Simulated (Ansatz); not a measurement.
**TiN+ (septet): from Hartree-Fock to the top rungs, def2-TZVPP**

One table from this session's results is given with a row withheld; the runs are named, their logs left out.

The runs use Ansatz 0.2.0, Gaussian basis; def2-TZVPP, core rule «outside noble gas», up to 10 orbitals frozen.

To be run: UHF; ROHF; CCSD(T) on UHF.

## What is computed

The geometry is a PBE0/def2-TZVP stationary point (not a proven minimum) of the parent state, kept for this charge and spin.

2 atoms, charge 1, spin multiplicity 7.

Atoms are counted from 1 here; the program's logs count them from 0.

Bond lengths: Ti1–N2 2.040 Å.

Set-up of the first run:

in.yaml

```yaml
crystal:
  periodic: [false, false, false]
  atoms:
    - {symbol: Ti, position_ang: [0.000000, 0.000000, 0.000000]}
    - {symbol: N, position_ang: [0.000000, 0.000000, 2.039600]}
basis:
  gaussian: {orbitals: def2-TZVPP}
total_charge: 1
magnetization: {spin_polarized: true, initial_magnetization: 6}
hamiltonian: {xc: hf}
output: {orbitals: {seedname: orbitals}}
```

Launch:

```sh
$ ansatz run in.yaml --threads 1 --pin off --events-out ev --progress --plain --max-ram 2816MiB --backend cpu
```

Among the steps run: UHF; ROHF; CCSD(T) on UHF.

One table of the session follows, with a row left open; its other results are not shown here.

It belongs to the step «Misses and costs». 

```
  method  from UCCSD(T) (meV)
    ROHF              +4041.6
     UHF                    ?
    UMP2               +731.8
   UCCSD                +89.7
UCCSD(T)                    0
```

Estimate the missing values for UHF.

The run gave: from UCCSD(T) (meV): +3845.3. In the column «from UCCSD(T) (meV)» it lies between UMP2 (+731.8) and ROHF (+4041.6).
